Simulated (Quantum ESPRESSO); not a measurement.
# NbTe (Pm-3m) in Quantum ESPRESSO: convergence with wavefunction cutoff

Aim: find how far wavefunction cutoff must go before the results for NbTe settle, at LDA. This setting moves, with any that are tied to it; all else stays.

Everything below comes from runs of Quantum ESPRESSO 7.5. Logs are shortened: lines on timing, memory, paths and dates and some standing lists are left out, and cuts for length are marked.

### Step 1. The crystal as given

It takes space group Pm-3m (No. 221, cubic). Conventional cell: a = 3.426 Å, b = 3.426 Å, c = 3.426 Å, α = 90.00°, β = 90.00°, γ = 90.00°. Nb (site symmetry m-3m) has 8 Te at 2.97 Å as nearest neighbours. Te (site symmetry m-3m) is surrounded by 8 Nb at 2.97 Å.

The cell was built by a generator and needn't be a form met in nature.

### Step 2. With wavefunction cutoff 33 Ry

pw.in

```
&CONTROL
  calculation = 'scf'
  prefix = 'pwscf'
  outdir = './tmp'
  pseudo_dir = './pseudo'
  tprnfor = .true.
  tstress = .true.
  disk_io = 'nowf'
/
&SYSTEM
  ibrav = 0
  nat = 2
  ntyp = 2
  ecutwfc = 33
  nbnd = 22
  occupations = 'smearing'
  smearing = 'fd'
  degauss = 0.00734986
/
&ELECTRONS
  conv_thr = 4d-10
  electron_maxstep = 120
  mixing_beta = 0.5
/
ATOMIC_SPECIES
Nb    92.9064 Nb.upf
Te   127.6000 Te.upf
CELL_PARAMETERS angstrom
   3.4257000000    0.0000000000    0.0000000000
   0.0000000000    3.4257000000    0.0000000000
   0.0000000000    0.0000000000    3.4257000000
ATOMIC_POSITIONS crystal
Nb     0.5000000000    0.5000000000    0.5000000000
Te     0.0000000000    0.0000000000    0.0000000000
K_POINTS automatic
8 8 8 0 0 0
```

Potentials or basis: PseudoDojo 0.4.1 SR LDA standard.

On the command line:

```console
OMP_NUM_THREADS=1 pw.x -in pw.in > pw.out
```

Wall time 6.8 s (1 thread of Arm Neoverse V1, shared host); peak memory 0.05 GiB.

What came out:

- Free energy: -4485.4285 eV
- Pressure: -727.9 GPa
- Band gap on the k mesh: none (metal or under the smearing width)

### Step 3. With wavefunction cutoff 41 Ry

pw.in: that of step 2 with these lines changed.

```diff
@@ -13,3 +13,3 @@
   ntyp = 2
-  ecutwfc = 33
+  ecutwfc = 41
   nbnd = 22
```

Potentials or basis: PseudoDojo 0.4.1 SR LDA standard.

On the command line:

```console
OMP_NUM_THREADS=1 pw.x -in pw.in > pw.out
```

Run time: 13 s. Hardware: 1 thread of Arm Neoverse V1, shared host; peak memory 0.05 GiB.

What came out:

| Item | Value |
| --- | --- |
| Free energy | -4527.2684 eV |
| Pressure | -323.2 GPa |
| Band gap on the k mesh | none (metal or under the smearing width) |

### Step 4. With wavefunction cutoff 49 Ry

pw.in: that of step 3 with these lines changed.

```diff
@@ -13,3 +13,3 @@
   ntyp = 2
-  ecutwfc = 41
+  ecutwfc = 49
   nbnd = 22
```

On the command line:

```console
OMP_NUM_THREADS=1 pw.x -in pw.in > pw.out
```

Run time: 15 s. Hardware: 1 thread of Arm Neoverse V1, shared host; peak memory 0.05 GiB.

What came out:

```
Free energy            : -4540.3929 eV
Pressure               : -106.0 GPa
Band gap on the k mesh : none (metal or under the smearing width)
```

### Step 5. With wavefunction cutoff 57 Ry

pw.in: that of step 4 with these lines changed.

```diff
@@ -13,3 +13,3 @@
   ntyp = 2
-  ecutwfc = 49
+  ecutwfc = 57
   nbnd = 22
```

On the command line:

```console
OMP_NUM_THREADS=1 pw.x -in pw.in > pw.out
```

Wall time 13 s (1 thread of Arm Neoverse V1, shared host); peak memory 0.05 GiB.

What came out:

```
Free energy            : -4543.4360 eV
Pressure               : -28.1 GPa
Band gap on the k mesh : none (metal or under the smearing width)
```

### Step 6. With wavefunction cutoff 66 Ry

pw.in: that of step 5 with these lines changed.

```diff
@@ -13,3 +13,3 @@
   ntyp = 2
-  ecutwfc = 57
+  ecutwfc = 66
   nbnd = 22
```

Potentials or basis: PseudoDojo 0.4.1 SR LDA standard.

On the command line:

```console
OMP_NUM_THREADS=1 pw.x -in pw.in > pw.out
```

Wall time 23 s (1 thread of Arm Neoverse V1, shared host); peak memory 0.06 GiB.

The run converged. Its results:

- Free energy: -4543.9446 eV
- Pressure: -9.1 GPa
- Band gap on the k mesh: none (metal or under the smearing width)

### Step 7. With wavefunction cutoff 74 Ry

pw.in: that of step 6 with these lines changed.

```diff
@@ -13,3 +13,3 @@
   ntyp = 2
-  ecutwfc = 66
+  ecutwfc = 74
   nbnd = 22
```

On the command line:

```console
OMP_NUM_THREADS=1 pw.x -in pw.in > pw.out
```

Wall time 24 s (1 thread of Arm Neoverse V1, shared host); peak memory 0.08 GiB.

Results (log left out):

```yaml
Free_energy: -4543.9868 eV
Pressure: -7.0 GPa
Band_gap_on_the_k_mesh: none (metal or under the smearing width)
```

### Step 8. With wavefunction cutoff 82 Ry

pw.in: that of step 7 with these lines changed.

```diff
@@ -13,3 +13,3 @@
   ntyp = 2
-  ecutwfc = 74
+  ecutwfc = 82
   nbnd = 22
```

On the command line:

```console
OMP_NUM_THREADS=1 pw.x -in pw.in > pw.out
```

Run time: 30 s. Hardware: 1 thread of Arm Neoverse V1, shared host; peak memory 0.09 GiB.

Results (log left out):

| Item | Value |
| --- | --- |
| Free energy | -4543.9917 eV |
| Pressure | -6.8 GPa |
| Band gap on the k mesh | none (metal or under the smearing width) |

### Step 9. With wavefunction cutoff 98 Ry

pw.in: that of step 8 with these lines changed.

```diff
@@ -13,3 +13,3 @@
   ntyp = 2
-  ecutwfc = 82
+  ecutwfc = 98
   nbnd = 22
```

Potentials or basis: PseudoDojo 0.4.1 SR LDA standard.

On the command line:

```console
OMP_NUM_THREADS=1 pw.x -in pw.in > pw.out
```

Run time: 47 s. Hardware: 1 thread of Arm Neoverse V1, shared host; peak memory 0.1 GiB.

The run converged. Its results:

```
Free energy            : -4543.9929 eV
Pressure               : -6.8 GPa
Band gap on the k mesh : none (metal or under the smearing width)
```

### Step 10. With wavefunction cutoff 123 Ry

pw.in: that of step 9 with these lines changed.

```diff
@@ -13,3 +13,3 @@
   ntyp = 2
-  ecutwfc = 98
+  ecutwfc = 123
   nbnd = 22
```

Potentials or basis: PseudoDojo 0.4.1 SR LDA standard.

On the command line:

```console
OMP_NUM_THREADS=1 pw.x -in pw.in > pw.out
```

pw.out:

```text
This program is part of the open-source Quantum ESPRESSO suite
     for quantum simulation of materials; please cite
[... 9 lines left out ...]
     --------------------
     sticks:   dense  smooth     PW     G-vecs:    dense   smooth      PW
     Sum        1649    1649    481                50061    50061    7809

     Using Slab Decomposition

     bravais-lattice index     =            0
     lattice parameter (alat)  =       6.4736  a.u.
     unit-cell volume          =     271.2967 (a.u.)^3
     number of atoms/cell      =            2
     number of atomic types    =            2
     number of electrons       =        29.00
     number of Kohn-Sham states=           22
     kinetic-energy cutoff     =     123.0000  Ry
     charge density cutoff     =     492.0000  Ry
     scf convergence threshold =      4.0E-10
     mixing beta               =       0.5000
     number of iterations used =            8  plain     mixing
     Exchange-correlation= SLA  PW   NOGX NOGC
                           (   1   4   0   0   0   0   0)

     celldm(1)=   6.473635  celldm(2)=   0.000000  celldm(3)=   0.000000
     celldm(4)=   0.000000  celldm(5)=   0.000000  celldm(6)=   0.000000

     crystal axes: (cart. coord. in units of alat)
               a(1) = (   1.000000   0.000000   0.000000 )
               a(2) = (   0.000000   1.000000   0.000000 )
               a(3) = (   0.000000   0.000000   1.000000 )

     reciprocal axes: (cart. coord. in units 2 pi/alat)
               b(1) = (  1.000000  0.000000  0.000000 )
               b(2) = (  0.000000  1.000000  0.000000 )
               b(3) = (  0.000000  0.000000  1.000000 )

     PseudoPot. # 1 for Nb read from file:
     Nb.upf
     Pseudo is Norm-conserving + core correction, Zval = 13.0
     Generated using ONCVPSP code by D. R. Hamann
     Using radial grid of 1640 points,  6 beta functions with:
                l(1) =   0
                l(2) =   0
                l(3) =   1
                l(4) =   1
                l(5) =   2
                l(6) =   2

     PseudoPot. # 2 for Te read from file:
     Te.upf
     Pseudo is Norm-conserving + core correction, Zval = 16.0
     Generated using ONCVPSP code by D. R. Hamann
     Using radial grid of 1278 points,  6 beta functions with:
                l(1) =   0
                l(2) =   0
                l(3) =   1
                l(4) =   1
                l(5) =   2
                l(6) =   2

     atomic species   valence    mass     pseudopotential
     Nb               13.00    92.90640     Nb( 1.00)
     Te               16.00   127.60000     Te( 1.00)

     48 Sym. Ops., with inversion, found

   Cartesian axes

     site n.     atom                  positions (alat units)
         1        Nb     tau(   1) = (   0.5000000   0.5000000   0.5000000  )
         2        Te     tau(   2) = (   0.0000000   0.0000000   0.0000000  )

     number of k points=    35  Fermi-Dirac smearing, width (Ry)=  0.0073
                       cart. coord. in units 2pi/alat
        k(    1) = (   0.0000000   0.0000000   0.0000000), wk =   0.0039062
        k(    2) = (   0.0000000   0.0000000   0.1250000), wk =   0.0234375
        k(    3) = (   0.0000000   0.0000000   0.2500000), wk =   0.0234375
        k(    4) = (   0.0000000   0.0000000   0.3750000), wk =   0.0234375
        k(    5) = (   0.0000000   0.0000000  -0.5000000), wk =   0.0117188
        k(    6) = (   0.0000000   0.1250000   0.1250000), wk =   0.0468750
[... 27 lines left out ...]
        k(   34) = (   0.3750000  -0.5000000  -0.5000000), wk =   0.0234375
        k(   35) = (  -0.5000000  -0.5000000  -0.5000000), wk =   0.0039062

     Dense  grid:    50061 G-vectors     FFT dimensions: (  45,  45,  45)

     Initial potential from superposition of free atoms

     starting charge      28.9980, renormalised to      29.0000
     Starting wfcs are   19 randomized atomic wfcs +    3 random wfcs

     Self-consistent Calculation

     iteration #  1     ecut=   123.00 Ry     beta= 0.50
     Davidson diagonalization with overlap
     ethr =  1.00E-02,  avg # of iterations =  3.6

     Threshold (ethr) on eigenvalues was too large:
     Diagonalizing with lowered threshold

     Davidson diagonalization with overlap
     ethr =  3.78E-04,  avg # of iterations =  1.3

     total energy              =    -333.94344184 Ry
     estimated scf accuracy    <       0.11354297 Ry

     iteration #  2     ecut=   123.00 Ry     beta= 0.50
     Davidson diagonalization with overlap
     ethr =  3.92E-04,  avg # of iterations =  2.0
[... 36 lines left out ...]
     total energy              =    -333.97744126 Ry
     estimated scf accuracy    <          7.6E-09 Ry

     iteration #  8     ecut=   123.00 Ry     beta= 0.50
     Davidson diagonalization with overlap
     ethr =  2.62E-11,  avg # of iterations =  2.0

     End of self-consistent calculation

          k = 0.0000 0.0000 0.0000 (  6235 PWs)   bands (ev):

   -37.7389 -20.2106 -20.2106 -20.1840 -20.1840 -20.1840 -13.8004 -13.8004
   -13.8004   2.9614  14.7677  14.7677  16.1805  16.1805  16.1805  18.4349
    18.4349  18.4349  20.7877  25.8191  25.8191  30.1310

          k = 0.0000 0.0000 0.1250 (  6239 PWs)   bands (ev):

   -37.7370 -20.2105 -20.2064 -20.1856 -20.1856 -20.1839 -13.8303 -13.7965
   -13.7965   3.1459  13.7951  14.8618  15.8112  15.8112  16.4497  18.4600
    18.9499  18.9499  21.6663  25.0099  26.3915  29.9750
[... 67 lines left out ...]
          k = 0.0000 0.3750-0.5000 (  6238 PWs)   bands (ev):

   -37.7161 -20.1982 -20.1962 -20.1919 -20.1902 -20.1691 -13.9720 -13.9391
   -13.7654   5.1411  11.3625  12.2342  15.2832  16.2005  17.2072  18.7829
    18.9865  19.6793  21.3683  25.0368  26.8622  28.0087

          k = 0.0000-0.5000-0.5000 (  6256 PWs)   bands (ev):

   -37.7144 -20.1988 -20.1950 -20.1914 -20.1914 -20.1658 -13.9670 -13.9670
   -13.7640   5.2387  11.8891  11.8891  14.8049  17.0287  17.0287  17.9482
    18.5370  19.9006  21.4403  25.9446  25.9446  27.3893

          k = 0.1250 0.1250 0.1250 (  6271 PWs)   bands (ev):

   -37.7334 -20.2041 -20.2041 -20.1871 -20.1868 -20.1868 -13.8263 -13.8206
   -13.8206   3.4885  13.8932  13.8932  14.1797  16.6121  16.6121  18.9371
    18.9371  19.1395  23.5768  25.6503  25.6503  27.7957
[... 43 lines left out ...]
          k = 0.1250 0.3750-0.5000 (  6244 PWs)   bands (ev):

   -37.7144 -20.1993 -20.1935 -20.1922 -20.1919 -20.1690 -13.9662 -13.9339
   -13.7900   5.2912  11.3461  12.0741  15.5413  15.6041  17.2849  17.5463
    19.7849  20.6870  21.5020  25.0778  25.8337  28.1327

          k = 0.1250-0.5000-0.5000 (  6256 PWs)   bands (ev):

   -37.7126 -20.1998 -20.1935 -20.1935 -20.1907 -20.1658 -13.9610 -13.9610
   -13.7880   5.4075  11.7333  11.7333  15.1825  15.8242  17.3050  17.3050
    19.9165  20.3049  21.4401  25.4757  25.4757  28.1380

          k = 0.2500 0.2500 0.2500 (  6238 PWs)   bands (ev):

   -37.7204 -20.1940 -20.1940 -20.1912 -20.1880 -20.1880 -13.8834 -13.8671
   -13.8671   4.6892  12.6121  12.6121  13.1949  16.7786  16.7786  18.4190
    20.2096  20.2096  22.6967  25.9708  25.9708  28.1185
[... 19 lines left out ...]
          k = 0.2500 0.3750-0.5000 (  6246 PWs)   bands (ev):

   -37.7101 -20.2018 -20.1974 -20.1969 -20.1816 -20.1686 -13.9520 -13.9213
   -13.8490   5.7101  11.2670  11.7169  13.8098  16.3626  17.5277  17.8429
    20.0087  21.7385  21.8564  24.0274  24.4054  28.5282

          k = 0.2500-0.5000-0.5000 (  6260 PWs)   bands (ev):

   -37.7084 -20.2022 -20.1985 -20.1985 -20.1802 -20.1656 -13.9465 -13.9465
   -13.8456   5.8886  11.3941  11.3941  13.5569  16.2702  18.0263  18.0263
    19.9553  21.3849  21.5297  24.2972  24.2972  27.6674

          k = 0.3750 0.3750 0.3750 (  6226 PWs)   bands (ev):

   -37.7076 -20.2020 -20.2020 -20.1990 -20.1720 -20.1720 -13.9203 -13.9097
   -13.9097   6.0040  11.4474  11.4474  12.5651  17.3709  17.8337  17.8337
    20.9018  20.9018  22.5954  23.3799  23.3799  27.3052

          k = 0.3750 0.3750-0.5000 (  6226 PWs)   bands (ev):

   -37.7059 -20.2041 -20.2016 -20.2015 -20.1719 -20.1676 -13.9378 -13.9118
   -13.9040   6.2577  11.1495  11.3431  12.2859  17.5974  17.9499  18.5527
    20.1871  21.8942  22.1021  22.6874  23.3575  26.4423

          k = 0.3750-0.5000-0.5000 (  6200 PWs)   bands (ev):

   -37.7041 -20.2047 -20.2036 -20.2036 -20.1697 -20.1654 -13.9320 -13.9320
   -13.9025   6.5534  11.0936  11.0936  11.7568  17.9140  18.9592  18.9592
    19.9946  21.0235  22.0592  22.9421  22.9421  25.3536

          k =-0.5000-0.5000-0.5000 (  6152 PWs)   bands (ev):

   -37.7023 -20.2057 -20.2057 -20.2057 -20.1653 -20.1653 -13.9259 -13.9259
   -13.9259   6.9451  10.9779  10.9779  10.9779  19.5381  19.5381  19.5381
    20.0110  20.0110  22.1993  22.1993  22.1993  24.3829

     the Fermi energy is    17.4340 ev

!    total energy              =    -333.97744126 Ry
     estimated scf accuracy    <          9.3E-11 Ry
     smearing contrib. (-TS)   =      -0.00613779 Ry
     internal energy E=F+TS    =    -333.97130347 Ry

     The total energy is F=E-TS. E is the sum of the following terms:
     one-electron contribution =     -76.48372604 Ry
     hartree contribution      =      55.04722840 Ry
     xc contribution           =     -74.73072151 Ry
     ewald contribution        =    -237.80408432 Ry

     convergence has been achieved in   8 iterations

     Forces acting on atoms (cartesian axes, Ry/au):

     atom    1 type  1   force =     0.00000000    0.00000000    0.00000000
     atom    2 type  2   force =     0.00000000    0.00000000    0.00000000

     Total force =     0.000000     Total SCF correction =     0.000000

     Computing stress (Cartesian axis) and pressure

          total   stress  (Ry/bohr**3)                   (kbar)     P=      -67.63
  -0.00045976   0.00000000   0.00000000          -67.63        0.00        0.00
   0.00000000  -0.00045976   0.00000000            0.00      -67.63        0.00
   0.00000000   0.00000000  -0.00045976            0.00        0.00      -67.63

=------------------------------------------------------------------------------=
   JOB DONE.
=------------------------------------------------------------------------------=
```

Wall time 53 s (1 thread of Arm Neoverse V1, shared host); peak memory 0.14 GiB.

Results:

```
Free energy            : -4543.9946 eV
Pressure               : -6.8 GPa
Band gap on the k mesh : none (metal or under the smearing width)
```

### Step 11. The series at a glance

```
wavefunction cutoff  energy less the tightest run, at zero smearing (meV/atom)  pressure (GPa)  SCF cycles  CPU time (s)  peak memory (GiB)
              33 Ry                                                   29283.27         -727.89           8           6.8               0.05
              41 Ry                                                    8363.03         -323.17           9            13               0.05
              49 Ry                                                    1800.74         -106.04           9            15               0.05
              57 Ry                                                     279.29          -28.15           8            13               0.05
              66 Ry                                                      24.97           -9.14           8            23               0.06
              74 Ry                                                       3.87           -7.03           8            24               0.08
              82 Ry                                                       1.43           -6.80           8            30               0.09
              98 Ry                                                       0.83           -6.78           8            47                0.1
             123 Ry                                                       0.00           -6.76           8            53               0.14
```

Against the tightest run, the energy stays within 1 meV/atom from 98 Ry on; the pressure stays within 0.1 GPa from 82 Ry on. The tightest run that finished is the yardstick and may itself not be fully converged.
